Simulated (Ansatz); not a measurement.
# H₂BrO (doublet): wave-function methods side by side at distance Br1–H2 along a hydrogen transfer = 1.421 Å, cc-pVDZ

The task here is to estimate one member of a computed series from the others.

Computed with Ansatz 0.2.0, Gaussian basis. Level: cc-pVDZ, core rule «outside noble gas», up to 15 orbitals frozen.

To be run: UHF; CCSD(T) on ROHF; CCSD(T) on UHF; BCCD(T) on ROHF; CISD; CCSDT(Q) on ROHF; CCSDT(Q) on UHF; CASSCF and MRCISD+Q, 3 electrons in 3 orbitals; CASSCF and NEVPT2, 3 electrons in 3 orbitals.

13 further runs of the same task are left out: 6 for a known fault of the program, 6 that didn't finish, 1 set aside as unsound or not needed.

## The geometry

The geometry derives from fragments relaxed apart (PBE0/def2-TZVP) and kept rigid, so it is no stationary point. A hydrogen atom is moved between rigid fragments. No spin-orbit coupling is included. The filled d shell of Br may be among the frozen orbitals whatever the setting's name suggests; the logs give the count.

4 atoms, charge 0, spin multiplicity 2.

Atoms are counted from 1 here; the program's logs count them from 0.

Bond lengths: Br1–H2 1.421 Å, O3–H4 0.973 Å.

The first run:

Input file in.yaml:

```yaml
crystal:
  periodic: [false, false, false]
  atoms:
    - {symbol: Br, position_ang: [-1.966115, 0.234988, 0.000000]}
    - {symbol: H, position_ang: [-0.545515, 0.234988, 0.000000]}
    - {symbol: O, position_ang: [1.129885, 0.234988, 0.000000]}
    - {symbol: H, position_ang: [1.381744, -0.704963, 0.000000]}
basis:
  gaussian: {orbitals: cc-pVDZ}
magnetization: {spin_polarized: true, initial_magnetization: 1}
hamiltonian: {xc: hf}
output: {orbitals: {seedname: orbitals}}
```

Run with:

```
$ ansatz run in.yaml --threads 1 --pin off --events-out ev --progress --plain --max-ram 2393MiB
```

Steps of the session up to this table: UHF; CCSD(T) on ROHF; CCSD(T) on UHF; BCCD(T) on ROHF; CISD; CCSDT(Q) on ROHF; CCSDT(Q) on UHF; CASSCF and MRCISD+Q, 3 electrons in 3 orbitals; CASSCF and NEVPT2, 3 electrons in 3 orbitals.

One table of the session follows, with a row left open; its other results are not shown here.

| method | from UCCSDT(Q) (meV) |
| --- | --- |
| ROHF | +8650.6 |
| UHF | +8540.6 |
| RMP2 | +917.5 |
| UMP2 | +917.8 |
| CISD | +797.3 |
| RCCSD | +148.7 |
| UCCSD | +147.2 |
| RCCSD(T) | +27.0 |
| UCCSD(T) | +26.3 |
| BCCD(T) | +26.9 |
| RCCSDT | +14.5 |
| UCCSDT | +13.8 |
| RCCSDT(Q) | +0.8 |
| UCCSDT(Q) | 0 |
| CASSCF pair | +8022.9 |
| NEVPT2 pair | +845.5 |
| MRCISD pair | +697.0 |
| MRCISD+Q pair | ? |

**Question.** Estimate the row for MRCISD+Q pair.

As computed: from UCCSDT(Q) (meV): +48.3. In the column «from UCCSDT(Q) (meV)» it lies between RCCSD(T) (+27.0) and UCCSD (+147.2).

Limits of these values: Restricted and unrestricted rows rest on different reference determinants; where their highest levels disagree by more than a few hundredths of an eV, they describe different states and don't form one ladder.
